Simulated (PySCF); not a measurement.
# C2H6O3SSi: electronic excitations

Aim: predict the electronic excitations of C2H6O3SSi (`C[Si@](O)(S)OC=O`).

Programs: PySCF 2.14.0, with density-fitted response routines of our own. Each step states its level of theory. These are calculated values for one molecule in the gas phase, unless marked as measured. Atoms count from 0, in the outputs and in this text.

## (1) Starting geometry

13 atoms, charge 0, multiplicity 1; geometry from: GFN2-xTB.

Bonds of the start (Å): C0–Si1 1.89, Si1–O2 1.62, Si1–S3 2.14, Si1–O4 1.69, O4–C5 1.31, C5–O6 1.20, C0–H7 1.09, C0–H8 1.09, C0–H9 1.09, O2–H10 0.96, S3–H11 1.32, C5–H12 1.10.

## (2) TDDFT and polarisability: CAM-B3LYP/def2-SVPD

The job: settings as JSON, then the geometry in Å.

```
{"job": {"kind": "uv", "xc": "CAM-B3LYP", "basis": "def2-SVPD", "nstates": 8, "ntriplets": 3}, "charge": 0, "multiplicity": 1}
C     -1.615365    -0.588305     0.738642
Si    -0.334497     0.382497    -0.255382
O      0.413408     1.587401     0.524227
S     -1.191799     1.249456    -2.008205
O      0.821546    -0.722820    -0.809480
C      1.939373    -0.981288    -0.185973
O      2.279853    -0.510031     0.861651
H     -2.353670     0.080000     1.170168
H     -1.149146    -1.142062     1.549541
H     -2.144263    -1.299462     0.111020
H      1.145141     1.363367     1.106412
H     -0.366801     2.282972    -2.066093
H      2.551831    -1.701238    -0.754257
```

Level: TDDFT CAM-B3LYP/def2-SVPD, vertical, gas phase, core orbitals frozen in the response.

On the command line:

```bash
$ OMP_NUM_THREADS=1 python probes_run.py task.json out
```

This one command runs all jobs of the session in turn.

What will the session give for the following? lowest singlet (CAM-B3LYP/def2-SVPD); brightest single state of those computed; lowest triplet. Wanted: lowest singlet; brightest single state of those computed; lowest triplet.

The runs gave:

| quantity | value |
| --- | --- |
| lowest singlet (CAM-B3LYP/def2-SVPD) | 5.87 eV (211 nm), f = 0.001 |
| brightest single state of those computed | state 7, 8.01 eV, f = 0.068 |
| lowest triplet | 5.34 eV |

In words: The lowest singlet, at 5.87 eV, is HOMO−2→LUMO 0.54, HOMO−1→LUMO 0.33 and is weak; of the 8 states computed, the strongest absorption comes from state 7 at 8.01 eV. The lowest triplet lies 0.53 eV below the lowest singlet (triplets in Tamm-Dancoff, singlets in full TDDFT).
